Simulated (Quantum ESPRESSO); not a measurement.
Cu:

```
CELL_PARAMETERS angstrom
1.64000 2.31931 0.00000
-1.64000 2.31931 0.00000
0.00000 2.31931 1.60000
ATOMIC_POSITIONS crystal
Cu 0.00000 0.00000 0.00000
```

The cell was built by a generator and needn't be a form met in nature.

Base run:

- Program: Quantum ESPRESSO 7.5
- Functional: LDA
- Potentials or basis: GBRV 1.5 LDA
- Cutoff: 762 eV
- Density cutoff: 6095 eV
- k mesh: 16 × 16 × 16
- Occupations: methfessel-paxton, width 0.1 eV
- Spin: no spin polarisation

Its results: band gap on the k mesh none (metal or under the smearing width); pressure -4.9 GPa.

Problem. The run is repeated on the same cell with these changes: functional from LDA to PBEsol; potentials or basis from GBRV 1.5 LDA to GBRV 1.5 PBEsol. What comes out?

Solution. Band gap on the k mesh none (metal or under the smearing width); pressure 1.1 GPa.

Not every run made on this cell is shown here.
